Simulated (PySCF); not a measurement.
# C8H14NP: the cost of one run

Programs: PySCF 2.14.0, with routines of our own; each step states its level. All values are computed. Atoms count from 0.

## 1. The starting structure

24 atoms, charge 0, multiplicity 1; geometry from: GFN2-xTB.

## 2. Vibronic structure: TDA B3LYP/def2-SV(P)

What the job is given:

```
{"job": {"kind": "vib", "xc": "B3LYP", "basis": "def2-SV(P)", "tda": true}, "charge": 0, "multiplicity": 1}
C      1.014044     0.275639     1.259820
C      0.305343    -0.196145     0.026364
P      1.054760    -1.041555    -1.225246
C      2.850277    -1.166840    -0.621061
C      3.488014     0.112083    -0.654585
N      3.968623     1.150390    -0.698455
C     -1.172163     0.116584    -0.096886
C     -1.360893     1.640223    -0.093608
C     -1.754410    -0.433959    -1.399886
C     -1.937120    -0.515697     1.074563
H      0.343058     0.803687     1.930377
H      1.440690    -0.565666     1.810331
H      1.833377     0.948252     1.003923
H      3.371721    -1.841463    -1.306838
H      2.885641    -1.584771     0.388201
H     -2.410682     1.883354    -0.240261
H     -1.038065     2.085855     0.843081
H     -0.785675     2.087318    -0.902019
H     -2.814098    -0.195920    -1.466901
H     -1.250468     0.003954    -2.259793
H     -1.642143    -1.516051    -1.446600
H     -1.798575    -1.595167     1.070030
H     -2.999691    -0.304153     0.979051
H     -1.603299    -0.130188     2.033954
```

Level: TDA B3LYP/def2-SV(P) vertical-gradient vibronic structure (displaced harmonic oscillators, Condon), gas phase.

Command:

```console
> OMP_NUM_THREADS=1 python excited_run.py task.json out
```

One launch serves the whole session: the jobs run in the order shown.

Q: Estimate the wall time and peak memory of this first job on 1 thread of Arm Neoverse V1, shared host.

About 63 s, with a peak of 1.1 GiB.
